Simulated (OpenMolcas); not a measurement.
# One shape, several levels: SnNH2F (SMILES [NH2][Sn][F])

We compute a comparison of 6 runs (HF/3-21G, B3LYP/def2-SVP, PBE/def2-SVP, PBE0/def2-SVP, TPSS/def2-SVP, revPBE/def2-SVP) of SnNH2F. 

The calculation is run with OpenMolcas 26.06.

## (1) The structure to begin with

SnNH2F: 5 atoms, total charge 0, spin state singlet. As SMILES, `[NH2][Sn][F]`. The N1–H4 distance was set to 1.815 Å, away from the relaxed value. At this shape a bond of the SMILES string is far longer than usual.

Bond lengths: N1–Sn2 2.003 Å, Sn2–F3 1.951 Å, N1–H5 1.010 Å. Angles: N1–Sn2–F3 92.0°, Sn2–N1–H5 121.8°.

## (2) A single-point energy at HF/3-21G (run 1)

coord.xyz

```xyz
5

N      0.052220    -0.203541    -0.204660
Sn     0.694020    -0.752741     1.611840
F      1.322020    -2.474941     0.942940
H     -0.746800     1.369300    -0.629100
H      0.148920    -0.807941    -1.007960
```

mol.inp

```
* FH2NSn Hartree-Fock

&GATEWAY
 BASLIB=$CurrDir
 COORD=coord.xyz
 BASIS=3-21G
 GROUP=NoSym

&SEWARD

&SCF
 THRESHOLDS=1e-10 1e-07 1e-07 1e-05
 PRORBITALS=1 1
```

The basis set 3-21G is read from a file made from the Basis Set Exchange's data (not shown).

Command:

```bash
export MOLCAS_MEM=1860
pymolcas mol.inp > mol.log
```

The log of the run:

```text
--- Start Module: gateway ---
[...]
--- Stop Module: gateway /rc=_RC_ALL_IS_WELL_ ---
--- Start Module: seward ---
[...]
      Basis functions           53
--- Stop Module: seward /rc=_RC_ALL_IS_WELL_ ---
--- Start Module: scf ---
[...]
       Convergence after  16 Iterations
[...]
::    Total SCF energy                              -6150.3867370199
[...]
      Total spin, S                                     0.0000000000
[...]
      Total electronic charge=   68.000000
      Total            charge=   -0.000000
[...]
      Dipole Moment (debye):
      Origin of the operator (angstrom)=    0.7001   -0.9009    1.3340
                   X= -9.1586E-01               Y=  2.1138E+00               Z=  1.5548E-01           Total=  2.3089E+00
      Quadrupole Moment (debye*angstrom):
[...]
--- Stop Module: scf /rc=_RC_ALL_IS_WELL_ ---
[...]
```

Wall time 2.5 s (1 thread of Arm Neoverse V1, shared host); peak memory 0.38 GiB.

## (3) The energy at B3LYP/def2-SVP (core potential) (run 2)

mol.xyz

```xyz
5

N      0.052220    -0.203541    -0.204660
Sn     0.694020    -0.752741     1.611840
F      1.322020    -2.474941     0.942940
H     -0.746800     1.369300    -0.629100
H      0.148920    -0.807941    -1.007960
```

job.input

```
* FH2NSn Kohn-Sham DFT

&GATEWAY
  BasLib=$CurrDir
  Coord=mol.xyz
  Basis=def2-SVP
  Group=NoSym

&SEWARD
  GridInput
  Grid=UltraFine
  End of Grid

&SCF
  KSDFT=B3LYP
  Thresholds=1e-10 1e-07 1e-07 1e-05
  PrOrbitals=1 2
```

The basis set def2-SVP is read from a file made from the Basis Set Exchange's data (not shown).

Command:

```bash
export MOLCAS_MEM=1860
pymolcas job.input > job.log
```

The log of the run:

```text
--- Start Module: gateway ---
[...]
--- Stop Module: gateway /rc=_RC_ALL_IS_WELL_ ---
--- Start Module: seward ---
[...]
      Basis functions           64
--- Stop Module: seward /rc=_RC_ALL_IS_WELL_ ---
[...]
--- Start Module: scf ---
[...]
       Convergence after  20 Iterations
[...]
::    Total KS-DFT energy                            -369.9583694284
[...]
      Total spin, S                                     0.0000000000
[...]
      Total electronic charge=   40.000000
      Total            charge=   -0.000000
[...]
      Dipole Moment (debye):
      Origin of the operator (angstrom)=    0.7001   -0.9009    1.3340
                   X= -9.6744E-01               Y=  2.3222E+00               Z=  3.4847E-01           Total=  2.5397E+00
      Quadrupole Moment (debye*angstrom):
[...]
--- Stop Module: scf /rc=_RC_ALL_IS_WELL_ ---
[...]
```

Wall time 15 s (1 thread of Arm Neoverse V1, shared host); peak memory 0.4 GiB.

Runs 3 to 5 aren't shown in full; the table further down has their settings and results.

## (4) A single-point energy at revPBE/def2-SVP (core potential) (run 6)

coord.xyz is that of step 2.

run.inp

```
&GATEWAY
BasLib = $CurrDir
Coord = coord.xyz
Basis = def2-SVP
Group = NoSym
&SEWARD
GridInput
Grid=UltraFine
End of Grid
&SCF
KSDFT = revPBE
Thresholds = 1e-10 1e-07 1e-07 1e-05
PrOrbitals = 1 1
```

The basis set def2-SVP is read from a file made from the Basis Set Exchange's data (not shown).

Command:

```bash
export MOLCAS_MEM=1860
pymolcas run.inp > run.log
```

The log of the run:

```text
--- Start Module: gateway ---
[...]
--- Stop Module: gateway /rc=_RC_ALL_IS_WELL_ ---
--- Start Module: seward ---
[...]
      Basis functions           64
--- Stop Module: seward /rc=_RC_ALL_IS_WELL_ ---
[...]
--- Start Module: scf ---
[...]
       Convergence after  25 Iterations
[...]
::    Total KS-DFT energy                            -369.8916175487
[...]
      Total spin, S                                     0.0000000000
[...]
      Total electronic charge=   40.000000
      Total            charge=   -0.000000
[...]
      Dipole Moment (debye):
      Origin of the operator (angstrom)=    0.7001   -0.9009    1.3340
                   X= -8.9549E-01               Y=  2.0915E+00               Z=  2.0283E-01           Total=  2.2842E+00
      Quadrupole Moment (debye*angstrom):
[...]
--- Stop Module: scf /rc=_RC_ALL_IS_WELL_ ---
[...]
```

Wall time 18 s (1 thread of Arm Neoverse V1, shared host); peak memory 0.4 GiB.

## (5) The series

```
run                             level  integration grid   energy (Eh)  dipole moment (D)  HOMO energy (eV)  LUMO energy (eV)  wall time
  1                          HF/3-21G                 –  -6150.386737               2.31             -9.40              1.07      2.5 s
  2   B3LYP/def2-SVP (core potential)         UltraFine   -369.958369               2.54             -7.05             -3.12       15 s
  3     PBE/def2-SVP (core potential)         UltraFine   -369.731983               2.35             -5.91             -3.85       16 s
  4    PBE0/def2-SVP (core potential)         UltraFine   -369.722649               2.69             -7.30             -2.89       13 s
  5    TPSS/def2-SVP (core potential)         UltraFine   -369.817780               2.28             -6.05             -3.76       24 s
  6  revPBE/def2-SVP (core potential)         UltraFine   -369.891618               2.28             -5.87             -3.81       18 s
```

## (6) What came out

| quantity | value |
| --- | --- |
| run 6: total energy | -369.89162 Eh |
| run 6: dipole moment | 2.28 D |
| run 6: HOMO energy | -5.87 eV |
| run 6: LUMO energy | -3.81 eV |
| run 6: HOMO–LUMO gap | 2.06 eV |

**Reading.** The dipole moment (its size) runs from 2.28 D (TPSS/def2-SVP) to 2.69 D (PBE0/def2-SVP). The HOMO–LUMO gap runs from 2.06 eV (revPBE/def2-SVP) to 10.48 eV (HF/3-21G). The two ends differ in method and basis and core potential. Totals of different functionals can't be ranked against each other. Some runs of one species differ in core potentials or relativity; totals across that change don't compare. In runs 1, 2, 3, 4, 5, 6 a closed-shell determinant meets a far-stretched bond, which it describes badly. In run 1 relativity is left out where basis or elements ask for it. All runs together took 88 s, the longest 24 s.
